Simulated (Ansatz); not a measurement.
# Te2Mo: the cost of one run

Computed with Ansatz 0.2.0 (DFT PBE+D3(BJ), scalar-relativistic, plane waves, PAW, and further levels as typed in the inputs, unless a step's input says otherwise).

### 1 The system as given

It takes space group P6_3/mmc (No. 194, hexagonal). Conventional cell: a = 3.520 Å, b = 3.520 Å, c = 13.970 Å, α = 90.00°, β = 90.00°, γ = 120.00°. Around Mo (site symmetry -6m2) lie 6 Te at 2.72 Å. Te (site symmetry 3m) has 3 Mo at 2.72 Å as nearest neighbours.

As a file:

```
CELL_PARAMETERS angstrom
3.52000 0.00000 0.00000
-1.76000 3.04841 0.00000
0.00000 0.00000 13.97000
ATOMIC_POSITIONS crystal
Mo 0.33333 0.66667 0.25000
Mo 0.66667 0.33333 0.75000
Te 0.66667 0.33333 0.37956
Te 0.66667 0.33333 0.12044
Te 0.33333 0.66667 0.87956
Te 0.33333 0.66667 0.62044
```

### 2 Relaxing the atoms: Te2Mo, no spin

input.yaml

```yaml
crystal:
  lattice:
    - [3.52, 0.0, 0.0]
    - [-1.76, 3.0484094213, 0.0]
    - [0.0, 0.0, 13.97]
  atoms:
    - { symbol: Mo, position: [0.3333333333, 0.6666666667, 0.25] }
    - { symbol: Mo, position: [0.6666666667, 0.3333333333, 0.75] }
    - { symbol: Te, position: [0.6666666667, 0.3333333333, 0.37956335] }
    - { symbol: Te, position: [0.6666666667, 0.3333333333, 0.12043665] }
    - { symbol: Te, position: [0.3333333333, 0.6666666667, 0.87956335] }
    - { symbol: Te, position: [0.3333333333, 0.6666666667, 0.62043665] }
scf:
  occupations: { method: gaussian, width: 0.02 }
  n_extra_bands: 6
output:
  forces: true
  stress: true
  write_density: true
  write_potential: true
  elf: true
  volumetric_format: npy
kpoints:
  mp_grid: { grid: [12, 12, 4] }
hamiltonian:
  xc: pbe
  dispersion: d3bj
relax:
  f_tol: 0.005
  max_steps: 100
```

Run with:

```console
> ansatz run input.yaml --threads 4 --pin off --max-ram 12288MiB --backend cpu --events-out ev --progress --plain --runs-dir out
```

**Question.** How long does this run take on 4 threads of Intel Xeon Platinum 8375C at 2.90GHz (Ice Lake), shared host, and how much memory does it need?

About 19 s, with a peak of 0.81 GiB.
